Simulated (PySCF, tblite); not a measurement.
# C₅H₁₀F₃OP: geometry, infrared bands and NMR shifts

Wanted: the infrared bands and NMR shifts of C₅H₁₀F₃OP (`CP(C)(=O)CCC(F)(F)F`), by calculation.

The runs use tblite 0.8.0 and PySCF 2.14.0, with density-fitted response routines of our own; the level of theory stands in each step. All values are computed, except where a source is named. Atoms are numbered from 0 throughout.

**1. The starting structure**

20 atoms, charge 0, multiplicity 1; geometry from: force field or distance geometry start.

Bonds of the start (Å): C0–P1 1.77, P1–C2 1.78, P1–O3 1.50, P1–C4 1.80, C4–C5 1.52, C5–C6 1.52, C6–F7 1.34, C6–F8 1.36, C6–F9 1.35, C0–H10 1.10, C0–H11 1.08, C0–H12 1.09, C2–H13 1.09, C2–H14 1.11, C2–H15 1.09, C4–H16 1.10, C4–H17 1.09, C5–H18 1.10, C5–H19 1.10.

**2. Optimising the geometry with GFN2-xTB**

Job settings and geometry (Å):

```
{"job": {"kind": "relax", "xc": "GFN2-xTB", "basis": "xTB"}, "charge": 0, "multiplicity": 1}
C     -0.941800     0.691100    -1.563600
P     -0.868000     0.526100     0.197400
C     -2.483200    -0.042200     0.683900
O     -0.464400     1.782800     0.919300
C      0.222500    -0.857800     0.572500
C      1.665000    -0.490800     0.881700
C      2.422800     0.070800    -0.305300
F      1.942300     1.257200    -0.705600
F      3.732500     0.234500     0.001300
F      2.350000    -0.787600    -1.343900
H     -1.690600     1.454100    -1.833900
H      0.005100     0.984300    -1.991100
H     -1.258900    -0.247200    -2.017700
H     -2.530800    -0.226900     1.754400
H     -3.246200     0.725700     0.434400
H     -2.753600    -0.963600     0.171800
H      0.186000    -1.575200    -0.254400
H     -0.184300    -1.375500     1.444300
H      1.696900     0.239200     1.709700
H      2.193700    -1.388200     1.241600
```

The run is started by

```bash
$ OMP_NUM_THREADS=1 python probes_run.py task.json out
```

The driver reads the jobs from task.json and runs them one after another.

**Question.** This job is followed by: GFN2-xTB harmonic vibrations, gas phase; GIAO PBE0/pcSseg-1 NMR shielding, non-relativistic, gas phase. What will the session give for the following? strongest single infrared mode (GFN2-xTB); zero-point energy (GFN2-xTB); 13C shifts against TMS (PBE0/pcSseg-1, means over atoms taken as alike); 1H shifts against TMS (PBE0/pcSseg-1, means over atoms taken as alike); 31P shifts against H3PO4 (PBE0/pcSseg-1); 17O shifts against H2O (PBE0/pcSseg-1); 19F shifts against CFCl3 (PBE0/pcSseg-1, means over atoms taken as alike).

**Answer**, as computed:

```
                                                                 quantity                        value
                                strongest single infrared mode (GFN2-xTB)        1261 cm⁻¹, 261 km/mol
                                             zero-point energy (GFN2-xTB)                92.1 kcal/mol
  13C shifts against TMS (PBE0/pcSseg-1, means over atoms taken as alike)  136.2, 29.5, 28.0, 22.2 ppm
   1H shifts against TMS (PBE0/pcSseg-1, means over atoms taken as alike)         2.77, 1.61, 1.35 ppm
                                 31P shifts against H3PO4 (PBE0/pcSseg-1)                      6.6 ppm
                                   17O shifts against H2O (PBE0/pcSseg-1)                    106.8 ppm
19F shifts against CFCl3 (PBE0/pcSseg-1, means over atoms taken as alike)                    -84.8 ppm
```

**Reading.** The optimisation took 122 steps and gained 0.256 eV; among the close pairs (by a distance rule), P1–C4 changed most, from 1.801 to 1.863 Å. All 54 modes are real, so the xTB geometry is a minimum. Unscaled tight-binding wavenumbers are off by several per cent, some by more. Its intensities can rank the bands wrongly. At PBE0/pcSseg-1: Shielding is most anisotropic at P1 (span 239 ppm, paramagnetic term -655 ppm).
